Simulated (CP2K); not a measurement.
# NaMg6Ti (Amm2) in CP2K: single point with PBE

Aim: the single point of NaMg6Ti with PBE.

Program: CP2K 2026.2. These are calculated values, not measurements. Logs are shortened: lines on timing, memory, paths and dates and some standing lists are left out, and cuts for length are marked.

### 1 The structure

Symmetry: Amm2, No. 38, orthorhombic system. Conventional cell: a = 5.157 Å, b = 6.399 Å, c = 11.108 Å, α = 90.00°, β = 90.00°, γ = 90.00°. Ti (site symmetry mm2) has 10 Mg at 3.10 to 3.29 Å and 2 Na at 3.23 Å as nearest neighbours. Mg (site symmetry mm2) has 10 Mg at 3.18 to 3.21 Å and 2 Na at 3.20 Å as nearest neighbours. Mg (site symmetry m) is surrounded by 8 Mg at 3.07 to 3.33 Å and 2 Ti at 3.10 Å and 2 Na at 3.14 to 3.27 Å. Mg (site symmetry mm2) is surrounded by 10 Mg at 3.18 to 3.23 Å and 2 Ti at 3.20 Å. Around Mg (site symmetry m) lie 2 Ti at 3.12 to 3.29 Å and 2 Na at 3.17 Å and 8 Mg at 3.18 to 3.23 Å. Na (site symmetry mm2) has 10 Mg at 3.14 to 3.27 Å and 2 Ti at 3.23 Å as nearest neighbours.

The cell comes from a database or a generator and needn't be the stable form of this composition.

### 2 Single point, PBE

Contents of namg6ti_scf.inp:

```
&GLOBAL
  PROJECT namg6ti_scf
  RUN_TYPE ENERGY_FORCE
  PRINT_LEVEL LOW
&END GLOBAL
&FORCE_EVAL
  METHOD QS
  STRESS_TENSOR ANALYTICAL
  &DFT
    BASIS_SET_FILE_NAME BASIS_MOLOPT_UZH
    POTENTIAL_FILE_NAME POTENTIAL_UZH
    &MGRID
      CUTOFF 1400
      REL_CUTOFF 60
      NGRIDS 5
    &END MGRID
    &QS
      METHOD GPW
      EPS_DEFAULT 1.0E-10
    &END QS
    &KPOINTS
      SCHEME MONKHORST-PACK 5 5 5
      GAMMA_CENTERED T
      SYMMETRY T
      SYMMETRY_BACKEND SPGLIB
    &END KPOINTS
    &SCF
      SCF_GUESS ATOMIC
      EPS_SCF 1.0E-6
      MAX_SCF 100
      ADDED_MOS 25
      CHOLESKY OFF
      EPS_EIGVAL 1.0E-7
      &DIAGONALIZATION ON
        ALGORITHM STANDARD
      &END DIAGONALIZATION
      &MIXING ON
        METHOD BROYDEN_MIXING
        ALPHA 0.4
        BETA 1.5
        NBUFFER 8
      &END MIXING
      &SMEAR ON
        METHOD GAUSSIAN
        SIGMA [eV] 0.1
      &END SMEAR
    &END SCF
    &XC
      &XC_FUNCTIONAL PBE
      &END XC_FUNCTIONAL
    &END XC
    &PRINT
      &KPOINTS ON
      &END KPOINTS
      &MULLIKEN ON
      &END MULLIKEN
      &MO ON
        ENERGIES T
        OCCUPATION_NUMBERS T
        &EACH
          QS_SCF 0
        &END EACH
        ADD_LAST NUMERIC
      &END MO
      &LOWDIN ON
      &END LOWDIN
      &HIRSHFELD ON
        SHAPE_FUNCTION DENSITY
      &END HIRSHFELD
    &END PRINT
  &END DFT
  &SUBSYS
    &CELL
      ABC 5.1568040000 6.4094678280 6.4094678280
      ALPHA_BETA_GAMMA 59.8874293822 90.0000000000 90.0000000000
      PERIODIC XYZ
    &END CELL
    &COORD
      SCALED
      Ti  0.0000000000 0.8409330000 0.8409330000
      Mg  0.5000000000 0.1671120000 0.1671120000
      Mg  0.5000000000 0.1525960000 0.6733220000
      Mg  0.5000000000 0.6733220000 0.1525960000
      Mg  0.0000000000 0.3351720000 0.3351720000
      Mg  0.0000000000 0.3321360000 0.8324760000
      Mg  0.0000000000 0.8324760000 0.3321360000
      Na  0.5000000000 0.6662520000 0.6662520000
    &END COORD
    &KIND Ti
      BASIS_SET TZVP-MOLOPT-PBE-GTH-q12
      POTENTIAL GTH-PBE-q12
    &END KIND
    &KIND Mg
      BASIS_SET TZVP-MOLOPT-PBE-GTH-q10
      POTENTIAL GTH-PBE-q10
    &END KIND
    &KIND Na
      BASIS_SET TZVP-MOLOPT-PBE-GTH-q9
      POTENTIAL GTH-PBE-q9
    &END KIND
    &PRINT
      &ATOMIC_COORDINATES ON
      &END ATOMIC_COORDINATES
      &CELL ON
      &END CELL
    &END PRINT
  &END SUBSYS
  &PRINT
    &FORCES ON
    &END FORCES
    &STRESS_TENSOR ON
    &END STRESS_TENSOR
  &END PRINT
&END FORCE_EVAL
```

Potentials or basis: POTENTIAL_UZH Ti GTH-PBE-q12, Mg GTH-PBE-q10, Na GTH-PBE-q9; TZVP-MOLOPT-PBE-GTH basis.

Run with:

```bash
$ OMP_NUM_THREADS=1 cp2k.psmp -i namg6ti_scf.inp -o namg6ti_scf.out
```

namg6ti_scf.out:

```text

 CP2K| version string:                                       CP2K version 2026.2
 CP2K| Input file name                                           namg6ti_scf.inp

 GLOBAL| Force Environment number                                              1
 GLOBAL| Basis set file name                                    BASIS_MOLOPT_UZH
 GLOBAL| Potential file name                                       POTENTIAL_UZH
 GLOBAL| MM Potential file name                                     MM_POTENTIAL
 GLOBAL| Coordinate file name                                      __STD_INPUT__
 GLOBAL| Method name                                                        CP2K
 GLOBAL| Project name                                                namg6ti_scf
 GLOBAL| Run type                                                   ENERGY_FORCE
 GLOBAL| FFT library                                                       FFTW3
[... 8 lines left out ...]
 GLOBAL| CPU model name                                                  UNKNOWN

 CELL| Volume [angstrom^3]:                                           183.257369
 CELL| Vector a [angstrom]:       5.157     0.000     0.000   |a| =     5.156804
 CELL| Vector b [angstrom]:       0.000     6.409     0.000   |b| =     6.409468
 CELL| Vector c [angstrom]:       0.000     3.216     5.544   |c| =     6.409468
 CELL| Angle (b,c), alpha [degree]:                                    59.887429
 CELL| Angle (a,c), beta  [degree]:                                    90.000000
 CELL| Angle (a,b), gamma [degree]:                                    90.000000
 CELL| Numerically orthorhombic:                                              NO
 CELL| Periodicity                                                           XYZ

 CELL_REF| Volume [angstrom^3]:                                       183.257369
 CELL_REF| Vector a [angstrom     5.157     0.000     0.000   |a| =     5.156804
 CELL_REF| Vector b [angstrom     0.000     6.409     0.000   |b| =     6.409468
 CELL_REF| Vector c [angstrom     0.000     3.216     5.544   |c| =     6.409468
 CELL_REF| Angle (b,c), alpha [degree]:                                59.887429
 CELL_REF| Angle (a,c), beta  [degree]:                                90.000000
 CELL_REF| Angle (a,b), gamma [degree]:                                90.000000
 CELL_REF| Numerically orthorhombic:                                          NO
 CELL_REF| Periodicity                                                       XYZ
[... 9 lines left out ...]
 TOTAL NUMBERS AND MAXIMUM NUMBERS

  Total number of            - Atomic kinds:                                   3
                             - Atoms:                                          8
                             - Shell sets:                                     8
                             - Shells:                                        53
                             - Primitive Cartesian functions:                 55
                             - Cartesian basis functions:                    111
                             - Spherical basis functions:                    105

  Maximum angular momentum of- Orbital basis functions:                        3
                             - Local part of the GTH pseudopotential:          2
                             - Non-local part of the GTH pseudopotential:      3

 MODULE QUICKSTEP: ATOMIC COORDINATES IN ANGSTROM

   Atom Kind Element         X             Y             Z       Z(eff)     Mass
      1    1 Ti   22      0.000000      8.094065      4.662515  12.0000  47.8670
      2    2 Mg   12      2.578402      1.608470      0.926545  10.0000  24.3050
      3    2 Mg   12      2.578402      3.143216      3.733203  10.0000  24.3050
      4    2 Mg   12      2.578402      4.806329      0.846062  10.0000  24.3050
      5    2 Mg   12      0.000000      3.226064      1.858346  10.0000  24.3050
      6    2 Mg   12      0.000000      4.805753      4.615626  10.0000  24.3050
      7    2 Mg   12      0.000000      6.403756      1.841513  10.0000  24.3050
      8    3 Na   11      2.578402      6.412743      3.694004   9.0000  22.9898

 SCF PARAMETERS         Density guess:                                    ATOMIC
[... 9 lines left out ...]
                        --------------------------------------------------------
                        level_shift [a.u.]:                             0.000000
                        added MOs                                        25    0
                        --------------------------------------------------------
                        Mixing method:                            BROYDEN_MIXING
                                                charge density mixing in g-space
                        --------------------------------------------------------
                        Smear method:                                   GAUSSIAN
                        Smearing width (sigma) [a.u.]:                  3.67E-03
[... 66 lines left out ...]
     8 Broy./Diag. 0.40E+00    5.4     0.01260992      -485.9290273936 -7.28E-02
     9 Broy./Diag. 0.40E+00    4.9     0.00341009      -485.8368464518  9.22E-02
    10 Broy./Diag. 0.40E+00    5.1     0.00225900      -485.8418093066 -4.96E-03
    11 Broy./Diag. 0.40E+00    5.1     0.00106919      -485.8683387346 -2.65E-02
    12 Broy./Diag. 0.40E+00    5.2     0.00063739      -485.8764024158 -8.06E-03
    13 Broy./Diag. 0.40E+00    5.4     0.00011030      -485.8697592595  6.64E-03
    14 Broy./Diag. 0.40E+00    5.6     0.00014138      -485.8701041766 -3.45E-04
    15 Broy./Diag. 0.40E+00    6.8     0.00006607      -485.8704774133 -3.73E-04
    16 Broy./Diag. 0.40E+00    5.4     0.00002912      -485.8703886955  8.87E-05
    17 Broy./Diag. 0.40E+00    4.9     0.00001090      -485.8702808541  1.08E-04
    18 Broy./Diag. 0.40E+00    5.1     0.00000100      -485.8702540671  2.68E-05
    19 Broy./Diag. 0.40E+00    5.1     0.00000079      -485.8702604401 -6.37E-06

  *** SCF run converged in    19 steps ***

  Electronic density on regular grids:        -80.9999998906        0.0000001094
  Core density on regular grids:               80.9999999991       -0.0000000009
  Total charge density on r-space grids:        0.0000001085
  Total charge density g-space grids:           0.0000001085

  Overlap energy of the core charge distribution:               0.00000000000000
  Self energy of the core charge distribution:              -1083.11369406724384
  Core Hamiltonian energy:                                    317.55562971456243
  Hartree energy:                                             345.86192445704273
  Exchange-correlation energy:                                -66.17251798081003
  Smearing free energy correction:                             -0.00160256271553
  Fermi energy:                                                 0.18817869534166

  Total energy:                                              -485.87026044009497
  Total energy (extrapolated to sigma->0):                   -485.86945915873719

 MO| EIGENVALUES AND OCCUPATION NUMBERS FOR K POINT 1
 MO|
 MO|  Index      Eigenvalue [a.u.]        Eigenvalue [eV]             Occupation
 MO|      1              -2.612355             -71.085799               2.000000
 MO|      2              -2.593703             -70.578250               2.000000
 MO|      3              -2.593685             -70.577769               2.000000
 MO|      4              -2.593659             -70.577064               2.000000
 MO|      5              -2.591866             -70.528257               2.000000
 MO|      6              -2.591833             -70.527370               2.000000
[... 994 lines left out ...]
 MO|     65               0.641273              17.449934               0.000000
 MO|     66               0.676185              18.399941               0.000000
 MO| Sum:                                                              81.208639
 MO| E(Fermi):            0.188179 a.u.          5.120603 eV

 [... the levels of further k-points ...]

 !-----------------------------------------------------------------------------!
                     Mulliken Population Analysis

 #  Atom  Element  Kind  Atomic population                           Net charge
       1     Ti       1         12.273586                             -0.273586
       2     Mg       2          9.958611                              0.041389
       3     Mg       2          9.873202                              0.126798
       4     Mg       2          9.873203                              0.126797
       5     Mg       2          9.940974                              0.059026
       6     Mg       2          9.862465                              0.137535
       7     Mg       2          9.862465                              0.137535
       8     Na       3          9.355494                             -0.355494
 # Total charge                             81.000000                 -0.000000

 !-----------------------------------------------------------------------------!

 !-----------------------------------------------------------------------------!
                           Hirshfeld Charges

  #Atom  Element  Kind  Ref Charge     Population                    Net charge
      1       Ti     1      12.000         12.166                        -0.166
      2       Mg     2      10.000          9.934                         0.066
      3       Mg     2      10.000          9.980                         0.020
      4       Mg     2      10.000          9.980                         0.020
      5       Mg     2      10.000          9.988                         0.012
      6       Mg     2      10.000          9.990                         0.010
      7       Mg     2      10.000          9.990                         0.010
      8       Na     3       9.000          8.971                         0.029

  Total Charge                                                           -0.000
 !-----------------------------------------------------------------------------!

 LOWDIN POPULATION ANALYSIS

 #  Atom  Element  Kind  Atomic population                           Net charge
       1     Ti       1         14.043515                             -2.043515
       2     Mg       2          9.651171                              0.348829
       3     Mg       2          9.581323                              0.418677
       4     Mg       2          9.591421                              0.408579
       5     Mg       2          9.622733                              0.377267
       6     Mg       2          9.634500                              0.365500
       7     Mg       2          9.567519                              0.432481
       8     Na       3          9.307818                             -0.307818
 # Total charge                             81.000000                 -0.000000

 ENERGY| Total FORCE_EVAL ( QS ) energy [hartree]           -485.870263688338127

 FORCES| Atomic forces [hartree/bohr]
 FORCES|   Atom     x               y               z               |f|
 FORCES|      1  8.65414379E-15  2.00619567E-03  1.15570225E-03   2.31526862E-03
 FORCES|      2 -3.31503800E-15 -5.29916542E-03 -3.05257234E-03   6.11550096E-03
 FORCES|      3 -4.49705384E-14  4.47608357E-03 -7.34872972E-05   4.47668678E-03
 FORCES|      4 -5.49492084E-14  2.18206557E-03  3.90895786E-03   4.47675795E-03
 FORCES|      5  5.99663619E-14 -8.70020434E-04 -5.01174504E-04   1.00404753E-03
 FORCES|      6 -3.92706758E-14  6.25196459E-03  2.51132021E-03   6.73749141E-03
 FORCES|      7 -4.14820375E-14  5.30903505E-03  4.14819197E-03   6.73745870E-03
 FORCES|      8 -3.52910291E-14 -1.47412660E-04 -8.49267048E-05   1.70126533E-04
 FORCES| Sum    -1.50658021E-13  1.39087459E-02  8.01201144E-03
 FORCES| Total atomic force                                       1.60513408E-02

 STRESS| Analytical stress tensor [bar]
 STRESS|                        x                   y                   z
 STRESS|      x        2.12108744021E+03   1.18496562989E-08   6.35989149767E-09
 STRESS|      y        1.18496562989E-08   7.89861931376E+03  -1.35150582273E+03
 STRESS|      z        6.35989149767E-09  -1.35150582273E+03   9.46618193286E+03
 STRESS| 1/3 Trace                                             6.49529622894E+03
 STRESS| Determinant                                           1.54718904210E+11

 STRESS| Eigenvectors and eigenvalues of the analytical stress tensor [bar]
 STRESS|                        1                   2                   3
 STRESS| Eigenvalues   2.12108744021E+03   7.12006867072E+03   1.02447325759E+04
 STRESS|      x           1.000000000000      0.000000000002      0.000000000000
 STRESS|      y          -0.000000000002      0.866508509284     -0.499162301599
 STRESS|      z          -0.000000000001      0.499162301599      0.866508509284
```

It took 1.8 min on 1 thread of Arm Neoverse V1, shared host; peak memory 1.9 GiB.

Results:

* Free energy: -13221.2022 eV
* Pressure: 0.6 GPa
* Band gap on the k mesh: none (metal or under the smearing width)
* Mulliken charges: Ti -0.27; Mg +0.04, +0.13, +0.06, +0.14; Na -0.36 e
* Hirshfeld charges: Ti -0.17; Mg +0.07, +0.02, +0.01; Na +0.03 e

Caveat: Mulliken charges move with the basis; the basis of atomic orbitals isn't converged, which shifts pressures, moduli and gaps.
